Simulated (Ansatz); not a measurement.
**CH4S2Si: from a rough start to a minimum**

Aim: relax CH4S2Si from a cheap starting geometry, check the end point by its vibrations and derive ideal-gas thermochemistry, and look at its orbitals and charge.

Computed with Ansatz 0.2.0, Gaussian basis. Level: RKS PBE0-D4/def2-TZVP.

Plan: relaxation at PBE-D4/def2-SVP; relaxation at PBE0-D4/def2-TZVP; harmonic vibrations at the same level; a single point in def2-TZVPP for the fields.

**1. Starting geometry**

SMILES `C1[SiH2]SS1`, 8 atoms, charge 0, spin multiplicity 1.

Atoms are counted from 1 here; the program's logs count them from 0.

Bond lengths: C1–Si2 1.836 Å, C1–S4 1.839 Å, C1–H5 1.142 Å, C1–H6 1.125 Å, Si2–S3 2.111 Å, Si2–H7 1.505 Å, Si2–H8 1.449 Å, S3–S4 1.981 Å. Angles: Si2–C1–S4 91.3°, Si2–C1–H5 115.3°, Si2–C1–H6 118.9°, S4–C1–H5 113.9°, S4–C1–H6 113.7°, H5–C1–H6 104.1°, C1–Si2–S3 79.8°, C1–Si2–H7 114.8°, C1–Si2–H8 117.2°, S3–Si2–H7 112.5°, S3–Si2–H8 112.2°, H7–Si2–H8 115.2°, Si2–S3–S4 79.8°, C1–S4–S3 83.3°.

The start is a force-field geometry with small random shifts, so a cheaper pass at PBE-D4/def2-SVP comes first.

**2. Relaxation at PBE-D4/def2-SVP (cheap first pass)**

in.yaml reads:

```yaml
crystal:
  periodic: [false, false, false]
  atoms:
    - {symbol: C, position_ang: [-0.436300, 0.735200, -0.345500]}
    - {symbol: Si, position_ang: [0.206600, -0.615400, 0.719300]}
    - {symbol: S, position_ang: [1.609300, -0.682300, -0.856300]}
    - {symbol: S, position_ang: [-0.030300, -0.215200, -1.866100]}
    - {symbol: H, position_ang: [-1.549000, 0.962200, -0.225700]}
    - {symbol: H, position_ang: [0.056600, 1.745600, -0.298700]}
    - {symbol: H, position_ang: [0.818500, -0.160100, 2.016400]}
    - {symbol: H, position_ang: [-0.583300, -1.827100, 0.800900]}
basis:
  gaussian: {orbitals: def2-SVP}
hamiltonian: {xc: pbe, dispersion: d4}
relax: {f_tol: 0.03, max_steps: 200}
```

On the command line:

```console
$ ansatz run in.yaml --threads 2 --pin off --events-out ev --progress --plain --max-ram 4352MiB
```

Standard output, cut to the lines that bear on the results:

```text
Functional definition: PBE
  name "PBE"
  cite "Perdew, Burke & Ernzerhof, Phys. Rev. Lett. 77, 3865 (1996) doi:10.1103/PhysRevLett.77.3865"
  parent pbe
[...]
996 factors; their error is unknown
[...]
mean field -30624.96883925 eV, -1125.4468464932 hartree, gradient 1.7e-5 eV, S^2 0.000000; 0 other end points of the search recorded, 0 dependent functions left out
[...]
reference -30624.96886769 eV, -1125.4468475383 hartree; 28, 28 occupied and 60, 60 virtual orbitals, 996 factors
relax step   1: F+E_penalty+E_count = -30625.22153854 eV  Δ(F+E_penalty+E_count) = +0.000e0 eV  max|allowed force component| = 4.377e0 eV/Å  Δτ_max = 0.0000 Å  (27 SCF iters, accepted)
[...]
relax step   6: F+E_penalty+E_count = -30625.94210824 eV  Δ(F+E_penalty+E_count) = -1.182e-3 eV  max|allowed force component| = 5.379e-2 eV/Å  Δτ_max = 0.0123 Å  (29 SCF iters, accepted)
[...]
relax step   7: F+E_penalty+E_count = -30625.94254233 eV  Δ(F+E_penalty+E_count) = -4.341e-4 eV  max|allowed force component| = 1.359e-2 eV/Å  Δτ_max = 0.0237 Å  (29 SCF iters, accepted)
996 factors; their error is unknown
[...]
mean field -30625.69596682 eV, -1125.4735679382 hartree, gradient 1.7e-5 eV, S^2 0.000000; 1 other end points of the search recorded, 0 dependent functions left out
[...]
reference -30625.69599607 eV, -1125.4735690131 hartree; 28, 28 occupied and 60, 60 virtual orbitals, 996 factors
Total energy: -30625.94257158 eV, -1125.4826304961 hartree
Atom 0 at    -0.518179     0.773533    -0.346184 Å, force     0.009774    -0.003134    -0.010642 eV/Å
Atom 1 at     0.285976    -0.582261     0.710110 Å, force     0.002849    -0.013587    -0.005955 eV/Å
Atom 2 at     1.717955    -0.953191    -0.885622 Å, force    -0.012093     0.011168     0.002853 eV/Å
Atom 3 at     0.058136     0.005676    -1.935293 Å, force    -0.001781     0.001832     0.000428 eV/Å
Atom 4 at    -1.624731     0.829538    -0.324963 Å, force    -0.000442    -0.004318     0.001607 eV/Å
Atom 5 at    -0.081370     1.784941    -0.214378 Å, force     0.003651     0.003730     0.000509 eV/Å
Atom 6 at     0.926526    -0.194387     2.015211 Å, force    -0.003771     0.000209     0.004803 eV/Å
Atom 7 at    -0.672212    -1.720949     0.925419 Å, force     0.001813     0.004099     0.006396 eV/Å
Dipole moment:    -0.259314     0.200240     0.349076 e Å
```

Wall time 12 s (2 threads of Arm Neoverse V1, shared host).

The steps of the relaxation:

| step | energy from step 1 (eV) | largest force component (eV/Å) |
| --- | --- | --- |
| 1 | 0.0000 | 4.3774 |
| 2 | -0.6519 | 0.7149 |
| 3 | -0.6983 | 0.3071 |
| 4 | -0.7078 | 0.2539 |
| 5 | -0.7194 | 0.0923 |
| 6 | -0.7206 | 0.0538 |
| 7 | -0.7210 | 0.0136 |

Close pairs (by a distance rule), those that changed most:

| bond | before (Å) | after (Å) | change (Å) |
| --- | --- | --- | --- |
| S3–S4 | 1.981 | 2.185 | +0.204 |
| Si2–S3 | 2.111 | 2.176 | +0.065 |
| C1–Si2 | 1.836 | 1.898 | +0.061 |
| Si2–H8 | 1.449 | 1.504 | +0.055 |
| C1–H5 | 1.142 | 1.108 | -0.034 |
| C1–S4 | 1.839 | 1.857 | +0.018 |
| C1–H6 | 1.125 | 1.110 | -0.016 |
| Si2–H7 | 1.505 | 1.505 | -0.000 |

**3. Relaxation at PBE0-D4/def2-TZVP**

in.yaml reads:

```yaml
crystal:
  periodic: [false, false, false]
  atoms:
    - {symbol: C, position_ang: [-0.518179, 0.773533, -0.346184]}
    - {symbol: Si, position_ang: [0.285976, -0.582261, 0.710110]}
    - {symbol: S, position_ang: [1.717955, -0.953191, -0.885622]}
    - {symbol: S, position_ang: [0.058136, 0.005676, -1.935293]}
    - {symbol: H, position_ang: [-1.624731, 0.829538, -0.324963]}
    - {symbol: H, position_ang: [-0.081370, 1.784941, -0.214378]}
    - {symbol: H, position_ang: [0.926526, -0.194387, 2.015211]}
    - {symbol: H, position_ang: [-0.672212, -1.720949, 0.925419]}
basis:
  gaussian: {orbitals: def2-TZVP}
hamiltonian: {xc: pbe0, dispersion: d4}
relax: {f_tol: 0.005, max_steps: 150}
```

The command is unchanged.

Standard output, cut to the lines that bear on the results:

```text
Functional definition: PBE0
  name "PBE0"
  cite "Adamo & Barone, J. Chem. Phys. 110, 6158 (1999) doi:10.1063/1.478522"
  cite "Perdew, Burke & Ernzerhof, Phys. Rev. Lett. 77, 3865 (1996) doi:10.1103/PhysRevLett.77.3865"
  parent pbe
[...]
1166 factors; their error is unknown
[...]
mean field -30640.09538331 eV, -1126.0027367339 hartree, gradient 1.4e-5 eV, S^2 0.000000; 0 other end points of the search recorded, 0 dependent functions left out
[...]
reference -30640.09541186 eV, -1126.0027377832 hartree; 28, 28 occupied and 138, 138 virtual orbitals, 1166 factors
relax step   1: F+E_penalty+E_count = -30640.30256200 eV  Δ(F+E_penalty+E_count) = +0.000e0 eV  max|allowed force component| = 9.585e-1 eV/Å  Δτ_max = 0.0000 Å  (29 SCF iters, accepted)
[...]
reference -30640.16475996 eV, -1126.0052862788 hartree; 28, 28 occupied and 138, 138 virtual orbitals, 1166 factors
Total energy: -30640.37349867 eV, -1126.0129572849 hartree
Atom 0 at    -0.513568     0.770941    -0.338988 Å, force    -0.000195    -0.000259     0.000201 eV/Å
Atom 1 at     0.283573    -0.571450     0.699506 Å, force    -0.000943    -0.000033    -0.000737 eV/Å
Atom 2 at     1.684464    -0.929757    -0.879208 Å, force     0.000108    -0.000159    -0.000315 eV/Å
Atom 3 at     0.062144    -0.013836    -1.887464 Å, force    -0.000195    -0.000195    -0.000052 eV/Å
Atom 4 at    -1.602032     0.823689    -0.319383 Å, force     0.000397    -0.000379    -0.000151 eV/Å
Atom 5 at    -0.077891     1.764774    -0.224590 Å, force     0.000466     0.000644     0.000476 eV/Å
Atom 6 at     0.911988    -0.198744     1.993967 Å, force     0.000020     0.000454     0.000519 eV/Å
Atom 7 at    -0.656577    -1.702716     0.900460 Å, force     0.000342    -0.000073     0.000057 eV/Å
Dipole moment:    -0.253118     0.204663     0.342588 e Å
```

Run time: 36 s. Hardware: 2 threads of Arm Neoverse V1, shared host.

Relaxation path:

| step | energy from step 1 (eV) | largest force component (eV/Å) |
| --- | --- | --- |
| 1 | 0.0000 | 0.9585 |
| 2 | -0.0630 | 0.3590 |
| 3 | -0.0705 | 0.0577 |
| 4 | -0.0708 | 0.0216 |
| 5 | -0.0709 | 0.0308 |
| 6 | -0.0709 | 0.0104 |
| 7 | -0.0709 | 0.0009 |

Close pairs (by a distance rule), those that changed most:

| bond | before (Å) | after (Å) | change (Å) |
| --- | --- | --- | --- |
| S3–S4 | 2.185 | 2.118 | -0.067 |
| Si2–S3 | 2.176 | 2.141 | -0.035 |
| C1–S4 | 1.857 | 1.829 | -0.028 |
| C1–Si2 | 1.898 | 1.875 | -0.022 |
| Si2–H8 | 1.504 | 1.485 | -0.019 |
| C1–H6 | 1.110 | 1.091 | -0.018 |
| C1–H5 | 1.108 | 1.090 | -0.018 |
| Si2–H7 | 1.505 | 1.486 | -0.018 |

Mulliken charges at the end point, from the run's report:

| atom | value (e) |
| --- | --- |
| C1 | -0.30 |
| Si2 | 0.29 |
| S3 | -0.21 |
| S4 | -0.05 |
| H5 | 0.14 |
| H6 | 0.15 |
| H7 | -0.02 |
| H8 | -0.01 |

**4. Force constants and modes**

in.yaml reads:

```yaml
crystal:
  periodic: [false, false, false]
  atoms:
    - {symbol: C, position_ang: [-0.513568, 0.770941, -0.338988]}
    - {symbol: Si, position_ang: [0.283573, -0.571450, 0.699506]}
    - {symbol: S, position_ang: [1.684464, -0.929757, -0.879208]}
    - {symbol: S, position_ang: [0.062144, -0.013836, -1.887464]}
    - {symbol: H, position_ang: [-1.602032, 0.823689, -0.319383]}
    - {symbol: H, position_ang: [-0.077891, 1.764774, -0.224590]}
    - {symbol: H, position_ang: [0.911988, -0.198744, 1.993967]}
    - {symbol: H, position_ang: [-0.656577, -1.702716, 0.900460]}
basis:
  gaussian: {orbitals: def2-TZVP}
hamiltonian: {xc: pbe0, dispersion: d4}
phonons: {temperatures: {t_min: 298.15, t_max: 900, t_step: 200}}
```

The command is unchanged.

Standard output, cut to the lines that bear on the results:

```text
Functional definition: PBE0
  name "PBE0"
  cite "Adamo & Barone, J. Chem. Phys. 110, 6158 (1999) doi:10.1063/1.478522"
  cite "Perdew, Burke & Ernzerhof, Phys. Rev. Lett. 77, 3865 (1996) doi:10.1103/PhysRevLett.77.3865"
  parent pbe
[...]
1166 factors; their error is unknown
[...]
mean field -30640.16473060 eV, -1126.0052852000 hartree, gradient 1.4e-5 eV, S^2 0.000000; 0 other end points of the search recorded, 0 dependent functions left out
[...]
reference -30640.16475873 eV, -1126.0052862336 hartree; 28, 28 occupied and 138, 138 virtual orbitals, 1166 factors
[...]
1166 factors; their error is unknown
mean field -30640.16455940 eV, -1126.0052789086 hartree, gradient 1.5e-6 eV, S^2 0.000000; 0 other end points of the search recorded, 0 dependent functions left out
[...]
reference -30640.16458753 eV, -1126.0052799422 hartree; 28, 28 occupied and 138, 138 virtual orbitals, 1166 factors
[...]
Atom 0 at    -0.513568     0.770941    -0.338988 Å, force    -0.000142    -0.000294     0.000182 eV/Å
Atom 1 at     0.283573    -0.571450     0.699506 Å, force    -0.000972     0.000010    -0.000751 eV/Å
Atom 2 at     1.684464    -0.929757    -0.879208 Å, force     0.000144    -0.000155    -0.000354 eV/Å
Atom 3 at     0.062144    -0.013836    -1.887464 Å, force    -0.000229    -0.000221     0.000013 eV/Å
Atom 4 at    -1.602032     0.823689    -0.319383 Å, force     0.000409    -0.000354    -0.000151 eV/Å
Atom 5 at    -0.077891     1.764774    -0.224590 Å, force     0.000439     0.000640     0.000479 eV/Å
Atom 6 at     0.911988    -0.198744     1.993967 Å, force     0.000017     0.000446     0.000548 eV/Å
Atom 7 at    -0.656577    -1.702716     0.900460 Å, force     0.000336    -0.000071     0.000033 eV/Å
Dipole moment:    -0.253118     0.204664     0.342589 e Å
Vibrations: 117.76 309.83 484.00 513.08 543.85 615.81 691.14 717.97 780.79 839.08 949.43 1035.58 1106.03 1421.43 2220.72 2233.14 3082.71 3156.23 cm⁻¹, zero-point energy 1.290587 eV
```

Wall time 2.4 min (2 threads of Arm Neoverse V1, shared host).

Motions are named by where the mode's potential energy lies. Wavenumbers, unscaled:

| mode | cm⁻¹ | motion |
| --- | --- | --- |
| 1 | 118 | torsion |
| 2 | 310 | bend |
| 3 | 484 | mixed, led by S–S stretch |
| 4 | 513 | torsion with Si–S stretch |
| 5 | 544 | bend with torsion |
| 6 | 616 | torsion with bend |
| 7 | 691 | C–S stretch |
| 8 | 718 | Si–C stretch with bend |
| 9 | 781 | bend with torsion |
| 10 | 839 | torsion with bend |
| 11 | 949 | bend with torsion |
| 12 | 1036 | torsion with bend |
| 13 | 1106 | bend |
| 14 | 1421 | bend |
| 15 | 2221 | Si–H stretch |
| 16 | 2233 | Si–H stretch |
| 17 | 3083 | C–H stretch |
| 18 | 3156 | C–H stretch |

Ideal gas, rigid rotor and harmonic oscillator at 298.15 K and 1 bar, with symmetry number 1:

| term | value |
| --- | --- |
| zero-point energy | 29.8 kcal/mol |
| H(298) − E | 33.6 kcal/mol |
| entropy, translation | 167.3 J/(mol K) |
| entropy, rotation | 110.3 J/(mol K) |
| entropy, vibration | 33.8 J/(mol K) |
| entropy, total | 311.4 J/(mol K) |

**5. A single point for the fields**

Changes to in.yaml since step 4:

```diff
@@ -12,4 +12,4 @@
 basis:
-  gaussian: {orbitals: def2-TZVP}
+  gaussian: {orbitals: def2-TZVPP}
 hamiltonian: {xc: pbe0, dispersion: d4}
-phonons: {temperatures: {t_min: 298.15, t_max: 900, t_step: 200}}
+output: {orbitals: {seedname: orbitals}}
```

Same command.

Standard output:

```text
Functional definition: PBE0
  name "PBE0"
  cite "Adamo & Barone, J. Chem. Phys. 110, 6158 (1999) doi:10.1063/1.478522"
  cite "Perdew, Burke & Ernzerhof, Phys. Rev. Lett. 77, 3865 (1996) doi:10.1103/PhysRevLett.77.3865"
  parent pbe
  parameter a = 0.25
  parameter kappa = 0.804
  parameter beta = 0.06672455060314922
  exchange = (1 - a)*pbe_x(kappa = kappa, mu = beta*pi^2/3) + a*exact_x
  correlation = pbe_c(beta = beta)
1337 factors; their error is unknown
mean field evaluation 1: about -30635.7147 eV, gradient 4.4e1 eV
mean field evaluation 2: about -30631.3644 eV, gradient 5.8e1 eV
mean field evaluation 4: about -30640.1480 eV, gradient 2.9e0 eV
mean field evaluation 8: about -30640.1676 eV, gradient 7.0e-2 eV
mean field evaluation 16: about -30640.1985 eV, gradient 4.7e-5 eV
mean field -30640.19845493 eV, -1126.0065245461 hartree, gradient 4.7e-5 eV, S^2 0.000000; 0 other end points of the search recorded, 0 dependent functions left out
reference -30640.19848296 eV, -1126.0065255764 hartree; 28, 28 occupied and 185, 185 virtual orbitals, 1337 factors
Total energy: -30640.40722167 eV, -1126.0141965823 hartree
```

It took 4.7 s on 2 threads of Arm Neoverse V1, shared host; peak memory 0.52 GiB.

The fields below are evaluated on a grid from the run's orbitals.

Frontier orbitals at PBE0-D4/def2-TZVPP, with the share of their density that lies nearest to each atom:

| orbital | energy (eV) | lies on |
| --- | --- | --- |
| HOMO-1 | -8.27 | S3 40 %; S4 30 %; H7 12 % |
| HOMO | -6.14 | S3, S4 about 44 % each |
| LUMO | -1.52 | S3, S4 about 40 % each; Si2 6 % |

ELF in a plane through or near 2 of the atoms.

Ten even steps from '0' (0.00) to '9' (0.96):
```
0000000000000000000000000000
0000000000000000000000000000
0000000000000000000000000000
0000000000000000000000000000
0000000000000000000000000000
0000000011100000000100000000
0000000245432221124543200000
0000001467766774246765310000
0000001467427993114675310000
0000000355297963782353200000
0000000357876531440121000000
0000123678763235666420000000
0001368983225556998630000000
0002589985148852368741000000
0001478999766742369862000000
0000246776423678999862000000
0000012321001478998751000000
0000000000000246776420000000
0000000000000001111000000000
0000000000000000000000000000
```
The map spans 8.8 Å across and 9.1 Å up, centred on the molecule. Atoms in the plane (x, y in Å): C1 (-0.9, 0.4), Si2 (0.9, 0.1).

log10 of the density (e/Å³) in the same plane.

Values, 10 rows by 14 columns:
```
-4.0 -4.0 -4.0 -4.0 -4.0 -4.0 -4.0 -4.0 -4.0 -4.0 -4.0 -4.0 -4.0 -4.0
-4.0 -4.0 -4.0 -4.0 -4.0 -4.0 -4.0 -4.0 -4.0 -4.0 -4.0 -4.0 -4.0 -4.0
-4.0 -4.0 -3.9 -3.3 -2.8 -2.6 -2.8 -2.9 -2.9 -2.8 -2.9 -3.3 -3.8 -4.0
-4.0 -4.0 -2.9 -2.0 -1.1 -0.9 -1.1 -1.3 -1.3 -1.2 -1.4 -2.1 -2.8 -3.8
-4.0 -3.7 -2.5 -1.5 -0.4  0.3  0.1 -0.2  0.0 -0.3 -0.7 -1.6 -2.5 -3.6
-4.0 -3.4 -2.3 -1.4 -0.4  0.0 -0.1 -0.3  0.8 -0.2 -0.9 -1.9 -2.7 -3.8
-3.9 -2.9 -1.8 -0.9  0.0  0.4 -0.2 -0.2  0.0 -0.4 -1.1 -2.2 -3.1 -4.0
-4.0 -3.0 -1.9 -1.2 -0.4 -0.3 -0.3  0.1  0.5 -0.2 -1.1 -2.3 -3.2 -4.0
-4.0 -3.7 -2.7 -2.1 -1.7 -1.6 -1.3 -0.8 -0.6 -0.9 -1.6 -2.6 -3.5 -4.0
-4.0 -4.0 -4.0 -3.7 -3.4 -3.2 -2.7 -2.3 -2.2 -2.4 -2.8 -3.6 -4.0 -4.0
```
The map spans 8.8 Å across and 9.1 Å up, centred on the molecule. Atoms in the plane (x, y in Å): C1 (-0.9, 0.4), Si2 (0.9, 0.1).

On the surface of density 0.002 e/bohr³ the electrostatic potential runs, from the 1st to the 99th percentile, from -0.76 V near S4 to 1.39 V near Si2.

**6. Summary of results**

```
                  quantity            value
               point group               C1
                     steps            7 + 7
shift from the start (rms)          0.169 Å
              total energy   -30640.3735 eV
           dispersion term         -209 meV
             dipole moment           2.27 D
lowest, highest wavenumber   118, 3156 cm⁻¹
         zero-point energy    29.8 kcal/mol
       entropy at 298.15 K  311.4 J/(mol K)
                HOMO, LUMO  -6.14, -1.52 eV
```

What this shows: The atoms moved 0.17 Å (rms) from the start; the bond that changed most is S3–S4, from 1.981 to 2.118 Å. All wavenumbers are real, so the end point is a minimum. The stiffest mode, 3156 cm⁻¹, is a C–H stretch. Harmonic hybrid wavenumbers usually lie a few per cent above measured fundamentals. The largest Mulliken charge, -0.30 e, sits on C1. The HOMO lies mostly on S3, S4 about 44 % each and the LUMO on S3, S4 about 40 % each; Si2 6 %.
